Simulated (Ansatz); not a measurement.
# MoNH+ (octet): from Hartree-Fock to the top rungs, def2-QZVPP

An exercise on one series of results from a longer session: the logs are not shown, and one member is left open.

The runs use Ansatz 0.2.0, Gaussian basis; def2-QZVPP, core rule «outside noble gas», up to 5 orbitals frozen.

To be run: UHF; ROHF; CCSD(T) on UHF.

## The geometry

The geometry is a PBE0/def2-TZVP stationary point (not a proven minimum) of the parent state, kept for this charge and spin. No spin-orbit coupling is included. Elements past krypton take def2 core potentials.

3 atoms, charge 1, spin multiplicity 8.

Atoms are counted from 1 here; the program's logs count them from 0.

Bond lengths: Mo1–N2 2.057 Å, N2–H3 1.028 Å. Angles: Mo1–N2–H3 115.2°.

Set-up of the first run:

in.yaml reads:

```yaml
crystal:
  periodic: [false, false, false]
  atoms:
    - {symbol: Mo, position_ang: [0.000000, 0.010781, 0.282315]}
    - {symbol: N, position_ang: [0.000000, -0.129244, -1.770393]}
    - {symbol: H, position_ang: [0.000000, 0.769802, -2.269895]}
basis:
  gaussian: {orbitals: "def2-QZVPP.json"}
total_charge: 1
magnetization: {spin_polarized: true, initial_magnetization: 7}
hamiltonian: {xc: hf}
output: {orbitals: {seedname: orbitals}}
```

Launch:

```bash
> ansatz run in.yaml --threads 1 --pin off --events-out ev --progress --plain --max-ram 4096MiB --backend cpu
```

Among the steps run: UHF; ROHF; CCSD(T) on UHF.

One table of the session follows, with a row left open; its other results are not shown here.

| method | from UCCSD(T) (meV) |
| --- | --- |
| ROHF | ? |
| UHF | +6863.1 |
| UMP2 | +823.5 |
| UCCSD | +194.1 |
| UCCSD(T) | 0 |

**Question.** Estimate the row for ROHF.

As computed: from UCCSD(T) (meV): +7126.5. In the column «from UCCSD(T) (meV)» it is the highest.
